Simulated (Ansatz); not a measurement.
**CH6BGeNSi: small, medium and large basis sets**

One table from this session's results is given with a row withheld; the runs are named, their logs left out.

Method: one geometry, several basis sets; program: Ansatz 0.2.0, Gaussian basis.

Plan: PBE0-D4/def2-SVP; ωB97M-V/def2-SVP; PBE0-D4/def2-QZVPP; ωB97M-V/def2-QZVPP; the functionals' def2-TZVPP values are taken from earlier runs.

## The geometry

The geometry comes from an earlier relaxation with PBE0-D4 in a triple-zeta def2 set; it is a stationary point, not always the lowest conformer.

SMILES `B[SiH]([GeH3])C#N`, 11 atoms, charge 0, spin multiplicity 1.

Atoms are counted from 1 here; the program's logs count them from 0.

Bond lengths: B1–Si2 1.989 Å, B1–H6 1.194 Å, B1–H7 1.193 Å, Si2–Ge3 2.399 Å, Si2–C4 1.850 Å, Si2–H8 1.484 Å, Ge3–H9 1.536 Å, Ge3–H10 1.534 Å, Ge3–H11 1.534 Å, C4–N5 1.153 Å. Angles: Si2–B1–H6 119.1°, Si2–B1–H7 121.5°, H6–B1–H7 119.2°, B1–Si2–Ge3 106.5°, B1–Si2–C4 112.8°, B1–Si2–H8 115.7°, Ge3–Si2–C4 105.8°, Ge3–Si2–H8 109.1°, C4–Si2–H8 106.5°, Si2–Ge3–H9 109.1°, Si2–Ge3–H10 109.8°, Si2–Ge3–H11 108.9°, H9–Ge3–H10 109.4°, H9–Ge3–H11 109.8°, H10–Ge3–H11 109.8°, Si2–C4–N5 178.7°.

The first run:

Contents of in.yaml:

```yaml
crystal:
  periodic: [false, false, false]
  atoms:
    - {symbol: B, position_ang: [-0.830130, 1.631707, 0.821831]}
    - {symbol: Si, position_ang: [-0.765020, -0.082346, -0.186073]}
    - {symbol: Ge, position_ang: [1.278608, -1.166949, 0.447691]}
    - {symbol: C, position_ang: [-0.658349, 0.165916, -2.016682]}
    - {symbol: N, position_ang: [-0.566400, 0.328614, -3.154201]}
    - {symbol: H, position_ang: [-1.187170, 1.622640, 1.961637]}
    - {symbol: H, position_ang: [-0.430068, 2.649349, 0.345755]}
    - {symbol: H, position_ang: [-1.899846, -1.010160, 0.048355]}
    - {symbol: H, position_ang: [1.238888, -1.474269, 1.952042]}
    - {symbol: H, position_ang: [2.469466, -0.247967, 0.145495]}
    - {symbol: H, position_ang: [1.415320, -2.473435, -0.345151]}
basis:
  gaussian: {orbitals: def2-SVP}
hamiltonian: {xc: pbe0, dispersion: d4}
output: {orbitals: {seedname: orbitals}}
```

Run with:

```sh
ansatz run in.yaml --threads 4 --pin off --events-out ev --progress --plain --max-ram 10444MiB
```

Among the steps run: PBE0-D4 in def2-SVP; ωB97M-V in def2-SVP; PBE0-D4 in def2-QZVPP; ωB97M-V in def2-QZVPP.

One table of the session follows, with a row left open; its other results are not shown here.

It belongs to the step «Density functionals: the series». 

| functional | basis | HOMO (eV) | LUMO (eV) |
| --- | --- | --- | --- |
| PBE0-D4 | def2-SVP | -8.31 | -2.97 |
| PBE0-D4 | def2-TZVPP | ? | ? |
| PBE0-D4 | def2-QZVPP | -8.34 | -3.04 |
| ωB97M-V | def2-SVP | -10.26 | -0.96 |
| ωB97M-V | def2-TZVPP | -10.32 | -1.11 |
| ωB97M-V | def2-QZVPP | -10.32 | -1.15 |

**Question.** Estimate the row for PBE0-D4, def2-TZVPP.

The run gave: HOMO (eV): -8.33; LUMO (eV): -3.03. In the column «HOMO (eV)» it lies between PBE0-D4, def2-QZVPP (-8.34) and PBE0-D4, def2-SVP (-8.31).
